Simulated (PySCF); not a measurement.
# PBE/pc-0 run of C2H8BN (SMILES BNCC)

Aim: the vertical ionisation energy of C2H8BN at PBE/pc-0, from 2 runs. 

The results are computed with PySCF 2.14.0.

### 1 Starting point

C2H8BN: 12 atoms, total charge 0, spin state singlet. SMILES: `BNCC`. The shape is that of a PBE0-D4/def2-TZVP optimisation. This is one conformer, not always the lowest.

Bond lengths: B1–N2 1.383 Å, N2–C3 1.448 Å, C3–C4 1.517 Å, B1–H5 1.197 Å, B1–H6 1.199 Å, N2–H7 1.009 Å, C3–H8 1.092 Å, C3–H9 1.097 Å, C4–H10 1.094 Å, C4–H11 1.093 Å, C4–H12 1.092 Å. Some angles: B1–N2–C3 127.1°, N2–C3–C4 112.7°, B1–N2–H7 119.3°, C3–N2–H7 113.6°, N2–B1–H5 118.9°, N2–B1–H6 118.9°, N2–C3–H8 107.3°, N2–C3–H9 109.8°, C4–C3–H8 110.4°, C4–C3–H9 109.7°.

### 2 A single-point energy at PBE/pc-0

input.xyz

```xyz
12
C2H8BN
B     -1.707200     1.011600     0.310500
N     -0.337500     0.821100     0.292300
C      0.374100    -0.425200     0.483000
C      1.168100    -0.838400    -0.742300
H     -2.141500     2.111000     0.119800
H     -2.420900     0.070900     0.517500
H      0.267900     1.608000     0.110300
H     -0.367500    -1.187600     0.730000
H      1.045000    -0.340600     1.346300
H      1.910500    -0.079600    -1.005500
H      1.700800    -1.774800    -0.560500
H      0.508200    -0.976500    -1.601400
```

job.py

```python
from pyscf import gto, dft

mol = gto.M(
    atom='input.xyz',
    basis='pc-0',
    verbose=3,
    spin=0,
    max_memory=1860,
)

calc0 = dft.RKS(mol)
calc0.xc = 'pbe'
calc0.conv_tol = 1e-10
calc0.grids.level = 4
calc0.kernel()
if not calc0.converged:
    calc0 = calc0.newton().run(calc0.mo_coeff, calc0.mo_occ)

energy = calc0.e_tot
print('E(%s) = %.9f' % ('PBE', energy))
```

Launch:

```bash
$ OMP_NUM_THREADS=1 python job.py
```

The program printed:

```text
converged SCF energy = -160.023459122926
E(PBE) = -160.023459123
```

It took 8.7 s on 1 thread of Arm Neoverse V1, shared host; peak memory 0.3 GiB.

### 3 The doublet cation, same level

calc.py

```python
from pyscf import gto, dft

system = gto.M(
    atom=[
    ('B', (-1.707200, 1.011600, 0.310500)),
    ('N', (-0.337500, 0.821100, 0.292300)),
    ('C', (0.374100, -0.425200, 0.483000)),
    ('C', (1.168100, -0.838400, -0.742300)),
    ('H', (-2.141500, 2.111000, 0.119800)),
    ('H', (-2.420900, 0.070900, 0.517500)),
    ('H', (0.267900, 1.608000, 0.110300)),
    ('H', (-0.367500, -1.187600, 0.730000)),
    ('H', (1.045000, -0.340600, 1.346300)),
    ('H', (1.910500, -0.079600, -1.005500)),
    ('H', (1.700800, -1.774800, -0.560500)),
    ('H', (0.508200, -0.976500, -1.601400)),
],
    verbose=3,
    max_memory=1860,
    charge=1,
    spin=1,
    basis='pc-0',
)

ks = dft.UKS(system, xc='pbe')
ks.conv_tol = 1e-10
ks.grids.level = 4
ks.kernel()
if not ks.converged:
    ks = ks.newton().run(ks.mo_coeff, ks.mo_occ)

etot = ks.e_tot
print('E(%s) = %.9f' % ('PBE', etot))
```

Launch:

```bash
$ OMP_NUM_THREADS=1 python calc.py
```

The program printed:

```text
WARN: HOMO -0.498008000485847 >= LUMO -0.497031136496042

converged SCF energy = -159.65196608185  <S^2> = 0.75224673  2S+1 = 2.0022455
E(PBE) = -159.651966082
```

Run time: 23 s. Hardware: 1 thread of Arm Neoverse V1, shared host; peak memory 0.31 GiB.

### 4 What came out

At PBE/pc-0:

```
                                          quantity          value
                      singlet C2H8BN: total energy  -160.02346 Eh
                     singlet C2H8BN: dipole moment         2.42 D
                       singlet C2H8BN: HOMO energy       -6.60 eV
                       singlet C2H8BN: LUMO energy       -0.31 eV
                     singlet C2H8BN: HOMO–LUMO gap        6.29 eV
                      doublet cation: total energy  -159.65197 Eh
doublet cation: HOMO energy (highest over α and β)      -13.63 eV
 doublet cation: LUMO energy (lowest over α and β)      -13.52 eV
                              doublet cation: ⟨S²⟩          0.752
vertical ionisation energy (to the doublet cation)      10.109 eV
```

The vertical ionisation energy comes to 10.11 eV (975 kJ/mol). −ε(HOMO) before ionisation, 6.60 eV, is 3.51 eV below this ionisation energy. Mulliken charges (singlet C2H8BN) run from -0.57 on C4 to +0.30 on H7.
